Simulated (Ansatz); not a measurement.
# BrF (charge +1): a test of scalar relativity

With the Python package of Ansatz (0.2.0).

Notebook, run cell by cell (the value of a cell's last expression is shown):

In [1]:
```python
import ansatz
import numpy as np

geometry_ang = [
    ("Br", (0.0, 0.0, 0.0)),
    ("F", (0.0, 0.0, 1.83)),
]
system = ansatz.Crystal.molecule()
for symbol, xyz in geometry_ang:
    system = system.atom(symbol, xyz)
```

In [2]:
```python
setup = (
    system.calculation()
    .functional("b3lyp")
    .charge(1)
    .spin("collinear", total=1)
    .forces()
)
# a set contracted for a scalar-relativistic Hamiltonian goes with the relativistic run
sets = {"none": "cc-pVTZ", "scalar": "cc-pVTZ-DK"}
found = {kind: setup.basis(gaussian=basis).pseudopotentials(relativity=kind).run(threads=1, backend="cpu").report for kind, basis in sets.items()}
for kind, each in found.items():
    dipole = 4.803205 * np.linalg.norm(each["charge_distribution"]["dipole_moment_e_ang"])
    print(f"{kind:7s} E = {each['free_energy_ev']:.4f} eV  dipole {dipole:.3f} D  largest force component {np.abs(each['forces_ev_ang']).max():.4f} eV/A")
print(f"relativity lowers the total energy by {found['none']['free_energy_ev'] - found['scalar']['free_energy_ev']:.3f} eV")
```
```text
none    E = -72752.5069 eV  dipole 1.859 D  largest force component 3.3266 eV/A
scalar  E = -73628.0917 eV  dipole 1.896 D  largest force component 3.2976 eV/A
relativity lowers the total energy by 875.585 eV
```

Notes:
- Total energies depend on the basis set; only differences at equal settings carry meaning.
- The geometry is a force-field or estimated start, not a minimum of this method. The basis set changes with the Hamiltonian (a set recontracted for scalar relativity), and most of the change in the total lies in the cores.
- The run takes the species as open-shell (spin multiplicity 2), which needn't be its ground state.
- An ion's dipole depends on the origin; the program takes it about the centre of nuclear charge.
- b3lyp holds the VWN-RPA fit, as in Gaussian; the form of ORCA and Turbomole is b3lyp5.
- The spin state was assumed, and another may lie lower.
- Hardware and time: 8.2 s on 1 thread of Arm Neoverse V1, with other jobs on the host, peak memory 0.21 GiB.
